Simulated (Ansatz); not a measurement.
The system is Cd2S.

```
CELL_PARAMETERS angstrom
3.96267 0.00000 0.00000
-1.98134 3.43177 0.00000
0.00000 0.00000 5.80919
ATOMIC_POSITIONS crystal
Cd 0.33333 0.66667 0.93272
Cd 0.66667 0.33333 0.57873
S 0.33333 0.66667 0.36571
```

The cell comes from a database or a generator and needn't be the stable form of this composition.

Base run:

```yaml
Program: Ansatz 0.2.0
Functional: LDA
Potentials_or_basis: Ansatz PAW
Cutoff: "420 eV (not typed: the program's choice for these potentials)"
k_mesh: 8 × 8 × 5
Occupations: fermi-dirac, width 0.05 eV
Spin: no spin polarisation
```

Its results: pressure -4.9 GPa; largest force 0.169 eV/Å.

Q: The run is repeated on the same cell with these changes: functional from LDA to r2SCAN; cutoff from 420 eV (not typed: the program's choice for these potentials) to 500 eV (not typed: the program's choice for these potentials). What comes out?

A: Pressure -1.7 GPa; largest force 0.034 eV/Å.

Caveats: the PAW data sets come from PBE, with cores solved anew for the run's functional, which leaves a small shift of forces and pressure.
